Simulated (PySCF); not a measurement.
# CH5BFNO (SMILES COB(N)F): levels of theory compared

Aim: a comparison of 4 runs (B3LYP/6-31G*, PBE0/def2-SVP, M06-2X/6-311+G**, MP2/6-311G**) of CH5BFNO. The job is set up through a Python script.

Program for the calculation: PySCF 2.14.0.

## 1. The structure to begin with

CH5BFNO: 10 atoms, total charge 0, spin state singlet. As SMILES, `COB(N)F`. The shape is that of a PBE0-D4/def2-TZVP optimisation. This is one conformer, not always the lowest.

Bond lengths: C1–O2 1.405 Å, O2–B3 1.359 Å, B3–N4 1.405 Å, B3–F5 1.338 Å, C1–H6 1.096 Å, C1–H7 1.096 Å, C1–H8 1.090 Å, N4–H9 1.003 Å, N4–H10 1.004 Å. Some angles: C1–O2–B3 120.8°, O2–B3–N4 125.0°, O2–B3–F5 116.2°, N4–B3–F5 118.8°, O2–C1–H6 111.5°, O2–C1–H7 111.5°, O2–C1–H8 108.0°, B3–N4–H9 124.2°, B3–N4–H10 121.4°, H6–C1–H7 109.0°.

## 2. Energy and forces at B3LYP/6-31G(d) (spherical functions) (run 1)

Input file calc.py:

```python
import pyscf.grad
from pyscf import gto, dft

molecule = gto.M(
    atom='''
C     -2.519950     0.496998    -0.902911
O     -0.173477     0.210327    -2.113659
B      1.956056    -0.267963    -0.759859
N      2.058101    -0.520242     1.880466
F      4.093903    -0.509092    -2.088525
H     -2.503509     2.092683     0.417252
H     -3.060034    -1.219440     0.122643
H     -3.940835     0.864172    -2.348174
H      0.554068    -0.368308     3.022428
H      3.692336    -0.875321     2.775630
''',
    spin=0,
    unit='bohr',
    verbose=4,
    max_memory=1860,
    charge=0,
    basis='6-31g*',
)

ks = dft.RKS(molecule)
ks.xc = 'b3lyp'
ks.grids.level = 5
ks.conv_tol = 1e-10
ks.kernel()
if not ks.converged:
    ks = ks.newton().run(ks.mo_coeff, ks.mo_occ)

e_final = ks.e_tot
print('E(%s) = %.9f' % ('B3LYP', e_final))
grad = ks.Gradients().kernel()
ks.analyze()
```

The run is started by

```sh
$ OMP_NUM_THREADS=1 python calc.py
```

Log:

```text
PySCF version 2.14.0

[... 105 lines left out ...]
MO #3   energy= -14.3137758544977  occ= 2
[... 10 lines left out ...]
MO #14  energy= -0.462593834005438 occ= 2
[... 10 lines left out ...]
MO #25  energy= 0.151852064681425  occ= 0
[... 10 lines left out ...]
MO #36  energy= 0.607099312078879  occ= 0
[... 10 lines left out ...]
MO #47  energy= 1.04945286360234   occ= 0
[... 10 lines left out ...]
MO #58  energy= 1.60429212822526   occ= 0
[... 10 lines left out ...]
MO #69  energy= 2.19413206653397   occ= 0
[... 10 lines left out ...]
MO #80  energy= 3.20763727871209   occ= 0
[... 93 lines left out ...]
Dipole moment(X, Y, Z, Debye): -1.64679,  0.01784,  2.91112
```

It took 26 s on 1 thread of Arm Neoverse V2, shared host; peak memory 0.82 GiB.

## 3. Energy and gradient at PBE0/def2-SVP (run 2)

Input file run.py:

```python
from pyscf import gto, dft

molecule = gto.Mole()
molecule.atom = '''
C     -2.519950     0.496998    -0.902911
O     -0.173477     0.210327    -2.113659
B      1.956056    -0.267963    -0.759859
N      2.058101    -0.520242     1.880466
F      4.093903    -0.509092    -2.088525
H     -2.503509     2.092683     0.417252
H     -3.060034    -1.219440     0.122643
H     -3.940835     0.864172    -2.348174
H      0.554068    -0.368308     3.022428
H      3.692336    -0.875321     2.775630
'''
molecule.max_memory = 1860
molecule.basis = 'def2-svp'
molecule.unit = 'bohr'
molecule.verbose = 4
molecule.charge = 0
molecule.build()

myscf = dft.RKS(molecule)
myscf.xc = 'pbe0'
myscf.grids.level = 5
myscf.conv_tol = 1e-10
myscf.kernel()
if not myscf.converged:
    myscf = myscf.newton().run(myscf.mo_coeff, myscf.mo_occ)

e_final = myscf.e_tot
print('E(%s) = %.9f' % ('PBE0', e_final))
grad = myscf.nuc_grad_method().kernel()
dip = myscf.dip_moment()
pop, q = myscf.mulliken_pop()
```

The run is started by

```sh
$ OMP_NUM_THREADS=1 python run.py
```

Log:

```text
PySCF version 2.14.0

[... 79 lines left out ...]
converged SCF energy = -295.388991357631
[... 13 lines left out ...]
Dipole moment(X, Y, Z, Debye): -1.78534,  0.02521,  3.08984
[... 106 lines left out ...]
charge of    9H =      0.13667
```

Run time: 31 s. Hardware: 1 thread of Arm Neoverse V2, shared host; peak memory 0.95 GiB.

Run 3 isn't shown in full; the table further down has it.

## 4. Energy and gradient at MP2/6-311G(d,p) (run 4)

Input file input.py:

```python
import pyscf.grad
from pyscf import gto, scf, mp

mol = gto.M(
    atom='''
C     -1.333500     0.263000    -0.477800
O     -0.091800     0.111300    -1.118500
B      1.035100    -0.141800    -0.402100
N      1.089100    -0.275300     0.995100
F      2.166400    -0.269400    -1.105200
H     -1.324800     1.107400     0.220800
H     -1.619300    -0.645300     0.064900
H     -2.085400     0.457300    -1.242600
H      0.293200    -0.194900     1.599400
H      1.953900    -0.463200     1.468800
''',
    verbose=4,
    max_memory=1860,
    basis='6-311g**',
    charge=0,
)

calc0 = scf.RHF(mol)
calc0.conv_tol = 1e-10
calc0.kernel()
if not calc0.converged:
    calc0 = calc0.newton().run(calc0.mo_coeff, calc0.mo_occ)

pt = mp.MP2(calc0, frozen=5).run()
e_final = pt.e_tot
print('Final energy', e_final)
grad = pt.Gradients().kernel()
calc0.analyze()
```

The run is started by

```sh
$ OMP_NUM_THREADS=1 python input.py
```

Log:

```text
PySCF version 2.14.0

[... 90 lines left out ...]
DFT Exchange-Correlation Energy =      -35.997113921872199
[... 16 lines left out ...]
MO #15  energy= -0.62751086505779  occ= 2
[... 14 lines left out ...]
MO #30  energy= 0.395478256553597  occ= 0
[... 14 lines left out ...]
MO #45  energy= 0.94486741918179   occ= 0
[... 14 lines left out ...]
MO #60  energy= 1.658610554049     occ= 0
[... 14 lines left out ...]
MO #75  energy= 2.31671327324532   occ= 0
[... 14 lines left out ...]
MO #90  energy= 3.149994397446     occ= 0
[... 14 lines left out ...]
MO #105 energy= 4.46195622128953   occ= 0
[... 14 lines left out ...]
MO #120 energy= 68.7468833989372   occ= 0
[... 133 lines left out ...]
Dipole moment(X, Y, Z, Debye): -1.97154,  0.04947,  3.16961
```

It took 25 s on 1 thread of Arm Neoverse V2, shared host; peak memory 1.2 GiB.

## 5. Overview of the runs

| run | level | integration grid | frozen core orbitals | energy (Eh) | dipole moment (D) of the reference | HOMO energy (eV) | LUMO energy (eV) | wall time |
| --- | --- | --- | --- | --- | --- | --- | --- | --- |
| 1 | B3LYP/6-31G* (spherical functions) | 5 | – | -295.922401 | 3.34 | -7.26 | 1.98 | 26 s |
| 2 | PBE0/def2-SVP | 5 | – | -295.388991 | 3.57 | -7.78 | 1.50 | 31 s |
| 3 | M06-2X/6-311+G** | 5 | – | -295.914649 | 3.63 | -9.56 | -0.05 | 2 min |
| 4 | MP2/6-311G** | – | 5 | -295.264372 | 3.73 | -11.63 | 3.87 | 25 s |

## 6. Outcome

```
                                          quantity          value
                               run 4: total energy  -295.26437 Eh
       run 4: dipole moment (Hartree–Fock density)         3.73 D
        run 4: HOMO energy (Hartree–Fock orbitals)      -11.63 eV
        run 4: LUMO energy (Hartree–Fock orbitals)        3.87 eV
      run 4: HOMO–LUMO gap (Hartree–Fock orbitals)       15.50 eV
run 4: correlation energy (5 core orbitals frozen)     -814.8 mEh
                   run 4: largest force on an atom     0.401 eV/Å
```

In words: Over runs 1, 2, 3 the dipole moment (its size) runs from 3.34 D (B3LYP/6-31G*) to 3.63 D (M06-2X/6-311+G**). The two ends differ in method and basis. Over runs 1, 2, 3 the HOMO–LUMO gap runs from 9.24 eV (B3LYP/6-31G*) to 9.51 eV (M06-2X/6-311+G**). Totals of different functionals can't be ranked against each other. All runs together took 3.3 min, the longest 2 min.
